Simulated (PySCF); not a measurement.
# C4H10BF2N: the cost of one run

Programs: PySCF 2.14.0, with density-fitted response routines of our own. Each step states its level of theory. These are calculated values for one molecule in the gas phase, unless marked as measured. Atoms count from 0, in the outputs and in this text.

### 1 Starting geometry

18 atoms, charge 0, multiplicity 1; geometry from: GFN2-xTB.

Bonds of the start (Å): F0–B1 1.39, B1–N2 1.68, N2–C3 1.45, C3–C4 1.50, C4–C5 1.51, C5–C6 1.51, C6–F7 1.38, C5–C3 1.50, B1–H8 1.19, B1–H9 1.19, N2–H10 1.02, N2–H11 1.01, C3–H12 1.08, C4–H13 1.08, C4–H14 1.08, C5–H15 1.08, C6–H16 1.10, C6–H17 1.10.

### 2 Excited states and response: CAM-B3LYP/def2-SVPD

Job settings and geometry (Å):

```
{"job": {"kind": "uv", "xc": "CAM-B3LYP", "basis": "def2-SVPD", "nstates": 8, "ntriplets": 3}, "charge": 0, "multiplicity": 1}
F     -2.817905     0.624860     1.013566
B     -1.979431    -0.474705     1.092667
N     -1.154978    -0.381745    -0.368400
C     -0.270650     0.760887    -0.457956
C      0.830553     0.798124    -1.474217
C      1.156882     0.663789    -0.010013
C      1.734091    -0.615630     0.538973
F      3.107299    -0.548958     0.512667
H     -1.166017    -0.364203     1.953550
H     -2.581955    -1.501891     1.047341
H     -1.899203    -0.295979    -1.058736
H     -0.661766    -1.255836    -0.519509
H     -0.806561     1.672437    -0.225947
H      1.053072     1.726707    -1.975025
H      0.971317    -0.073182    -2.097773
H      1.566228     1.534104     0.487651
H      1.445026    -0.766302     1.584502
H      1.465238    -1.496160    -0.054998
```

With the program's defaults for keys left out, this is: TDDFT CAM-B3LYP/def2-SVPD, vertical, gas phase, core orbitals frozen in the response.

On the command line:

```console
> OMP_NUM_THREADS=1 python probes_run.py task.json out
```

The driver reads the jobs from task.json and runs them one after another.

**Question.** How long does this job take on 1 thread of Arm Neoverse N1, shared host, and how much memory does it need?

About 1.9 min, with a peak of 1.1 GiB.
